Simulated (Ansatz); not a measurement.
# Sb7C: the cost of one run

Program: Ansatz 0.2.0. Level of theory: DFT PBE, scalar-relativistic, plane waves, PAW. These are calculated values, not measurements.

### 1 The starting structure

It takes space group Im-3m (No. 229, cubic). Conventional cell: a = 7.706 Å, b = 7.706 Å, c = 7.706 Å, α = 90.00°, β = 90.00°, γ = 90.00°. Sb (site symmetry 4/mmm) has 8 Sb at 3.34 Å as nearest neighbours. Around Sb (site symmetry -3m) lie 6 Sb at 3.34 Å and 2 C at 3.34 Å. C (site symmetry m-3m) has 8 Sb at 3.34 Å as nearest neighbours.

Coordinates:

```
CELL_PARAMETERS angstrom
-3.85318 3.85318 3.85318
3.85318 -3.85318 3.85318
3.85318 3.85318 -3.85318
ATOMIC_POSITIONS crystal
Sb 0.00000 0.50000 0.50000
Sb 0.50000 0.50000 0.00000
Sb 0.50000 0.00000 0.50000
Sb 0.00000 0.00000 0.50000
Sb 0.00000 0.50000 0.00000
Sb 0.50000 0.00000 0.00000
Sb 0.50000 0.50000 0.50000
C 0.00000 0.00000 0.00000
```

Recipe of the guess: species swapped into a database cell of Fe7Co (Im-3m, No. 229), with Sb on the Fe sites and C on the Co sites. The dimensions are guesses.

### 2 Probe: one point on a coarse mesh

The input, input.yaml:

```yaml
crystal:
  lattice:
    - [-3.85317718, 3.85317718, 3.85317718]
    - [3.85317718, -3.85317718, 3.85317718]
    - [3.85317718, 3.85317718, -3.85317718]
  atoms:
    - { symbol: Sb, position: [0.0, 0.5, 0.5] }
    - { symbol: Sb, position: [0.5, 0.5, 0.0] }
    - { symbol: Sb, position: [0.5, 0.0, 0.5] }
    - { symbol: Sb, position: [0.0, 0.0, 0.5] }
    - { symbol: Sb, position: [0.0, 0.5, 0.0] }
    - { symbol: Sb, position: [0.5, 0.0, 0.0] }
    - { symbol: Sb, position: [0.5, 0.5, 0.5] }
    - { symbol: C, position: [0.0, 0.0, 0.0] }
basis:
  ecutwfc: 420
kpoints:
  mp_grid: { grid: [4, 4, 4] }
hamiltonian:
  xc: pbe
scf:
  occupations: { method: gaussian, width: 0.1 }
  lower_state_search: "off"
output:
  forces: true
  stress: true
  eigenvalues: true
```

The run is started by

```bash
ansatz run input.yaml --threads 1 --pin off --max-ram 2048MiB --backend cpu --events-out ev --progress --plain --runs-dir out
```

**Question.** How long does this run take on 1 thread of Intel Xeon Platinum 8488C (Sapphire Rapids), shared host, and how much memory does it need?

About 7.5 s, with a peak of 0.54 GiB.
